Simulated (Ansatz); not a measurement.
AlFe:

```
CELL_PARAMETERS angstrom
2.91000 0.00000 0.00000
0.00000 2.91000 0.00000
0.00000 0.00000 2.91000
ATOMIC_POSITIONS crystal
Fe 0.50000 0.50000 0.50000
Al 0.00000 0.00000 0.00000
```

* Program: Ansatz 0.2.0
* Task: relaxation of cell and atoms
* Functional: RPBE
* Dispersion: D4
* Potentials or basis: Ansatz PAW
* Cutoff: 420 eV (not typed: the program's choice for these potentials)
* k mesh: 9 × 9 × 9
* Occupations: fermi-dirac, width 0.05 eV
* Spin: collinear spin, ferromagnetic start
* Starting moments: [3.0, 0.0] μB

At the start: volume 12.32 Å³/atom.

Task: Where does the relaxation end?

Result: It ends after 5 steps and the volume is 11.47 Å³/atom (-6.9 %); space group Pm-3m (No. 221, to 0.05 Å); moment 0.61 μB per cell.

The path:
```
step  energy change (eV)  largest force (eV/Å)  volume (Å³)
   1              0.0000                0.0000        24.64
   2             -0.0595                0.0000        23.47
   3             -0.0669                0.0000        22.86
   4             -0.0670                0.0000        22.93
   5             -0.0662                0.0000        22.93
```

Final structure:
```cif
data_structure
_symmetry_space_group_name_H-M 'P 1'
_symmetry_Int_Tables_number 1
_cell_length_a 2.8410
_cell_length_b 2.8410
_cell_length_c 2.8410
_cell_angle_alpha 90.000
_cell_angle_beta 90.000
_cell_angle_gamma 90.000
_cell_volume 22.93
loop_
_atom_site_label
_atom_site_type_symbol
_atom_site_fract_x
_atom_site_fract_y
_atom_site_fract_z
_atom_site_occupancy
Fe1 Fe 0.50000 0.50000 0.50000 1
Al1 Al 0.00000 0.00000 0.00000 1
```

Caveat: the plane-wave basis is chosen anew once the cell has moved, so the energies of steps on either side of that aren't comparable; the PAW data sets come from PBE, with cores solved anew for the run's functional, which leaves a small shift of forces and pressure.
